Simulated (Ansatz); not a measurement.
**CH5FN2OSi: one species, many methods**

One table from this session's results is given with a row withheld; the runs are named, their logs left out.

Method: functionals in def2-TZVPP, the program's frozen cores in correlated methods; program: Ansatz 0.2.0, Gaussian basis.

Levels to be run: PBE-D4, r2SCAN-D4, PBE0-D4, B3LYP-D4, ωB97X-V, ωB97M-V, B2PLYP; CCSD(T)/def2-TZVPP; MP2/def2-QZVPP; extrapolation to the limit.

### The geometry

The geometry comes from an earlier relaxation with PBE0-D4 in a triple-zeta def2 set; it is a stationary point, not always the lowest conformer.

11 atoms, charge 0, spin multiplicity 1.

Atoms are counted from 1 here; the program's logs count them from 0.

Bond lengths: N1–Si2 1.689 Å, N1–H7 1.006 Å, N1–H8 1.006 Å, Si2–N3 1.692 Å, Si2–C4 1.848 Å, Si2–H9 1.479 Å, N3–C4 1.433 Å, N3–H10 1.009 Å, C4–O5 1.369 Å, C4–F6 1.390 Å, O5–H11 0.967 Å. Angles: Si2–N1–H7 121.8°, Si2–N1–H8 122.8°, H7–N1–H8 113.3°, N1–Si2–N3 119.6°, N1–Si2–C4 128.8°, N1–Si2–H9 107.4°, N3–Si2–C4 47.5°, N3–Si2–H9 122.2°, C4–Si2–H9 120.0°, Si2–N3–C4 72.0°, Si2–N3–H10 151.4°, C4–N3–H10 126.6°, Si2–C4–N3 60.5°, Si2–C4–O5 127.0°, Si2–C4–F6 120.6°, N3–C4–O5 119.2°, N3–C4–F6 112.2°, O5–C4–F6 108.2° and more.

As a file:

```xyz
11
CH5FN2OSi
N    -1.27624   -1.65857   -0.08820
Si   -0.10028   -0.58949   -0.65899
N     1.13270   -0.07177    0.37726
C     0.36571    1.07601   -0.00779
O    -0.28715    1.79598    0.95575
F     1.10078    1.96090   -0.78780
H    -1.83227   -2.21773   -0.71213
H    -1.65220   -1.60832    0.84357
H     0.15091   -0.92550   -2.07711
H     2.09410   -0.07803    0.68303
H     0.36924    2.25942    1.49290
```

Set-up of the first run:

in.yaml

```yaml
crystal:
  periodic: [false, false, false]
  atoms:
    - {symbol: N, position_ang: [-1.276238, -1.658566, -0.088200]}
    - {symbol: Si, position_ang: [-0.100279, -0.589489, -0.658990]}
    - {symbol: N, position_ang: [1.132697, -0.071766, 0.377258]}
    - {symbol: C, position_ang: [0.365706, 1.076007, -0.007786]}
    - {symbol: O, position_ang: [-0.287148, 1.795977, 0.955748]}
    - {symbol: F, position_ang: [1.100784, 1.960902, -0.787800]}
    - {symbol: H, position_ang: [-1.832274, -2.217731, -0.712126]}
    - {symbol: H, position_ang: [-1.652200, -1.608319, 0.843570]}
    - {symbol: H, position_ang: [0.150909, -0.925498, -2.077106]}
    - {symbol: H, position_ang: [2.094099, -0.078035, 0.683027]}
    - {symbol: H, position_ang: [0.369243, 2.259419, 1.492905]}
basis:
  gaussian: {orbitals: def2-TZVPP}
hamiltonian: {xc: pbe, dispersion: d4}
output: {forces: true, orbitals: {seedname: orbitals}}
```

Run with:

```bash
ansatz run in.yaml --threads 4 --pin off --events-out ev --progress --plain --max-ram 10444MiB
```

Among the steps run: PBE-D4 (GGA); r2SCAN-D4 (meta-GGA); PBE0-D4 (hybrid); B3LYP-D4 (hybrid); ωB97X-V (range-separated); ωB97M-V (range-separated); B2PLYP (double hybrid); CCSD(T) in def2-TZVPP; MP2 in def2-QZVPP.

One of the session's tables, all rows but one given; the rest of the session is left out.

| method | atomisation energy (eV) |
| --- | --- |
| PBE-D4 | 43.316 |
| r2SCAN-D4 | 41.837 |
| PBE0-D4 | 41.900 |
| B3LYP-D4 | 41.859 |
| ωB97X-V | 42.163 |
| ωB97M-V | 42.148 |
| B2PLYP | 41.321 |
| HF/def2-TZVPP | 27.011 |
| MP2/def2-TZVPP | ? |
| CCSD/def2-TZVPP | 39.412 |
| CCSD(T)/def2-TZVPP | 40.276 |
| MP2/CBS | 43.024 |
| CCSD(T)/CBS | 41.839 |

Estimate the missing values for MP2/def2-TZVPP.

The run gave: atomisation energy (eV): 41.461. In the column «atomisation energy (eV)» it lies between B2PLYP (41.321) and r2SCAN-D4 (41.837).
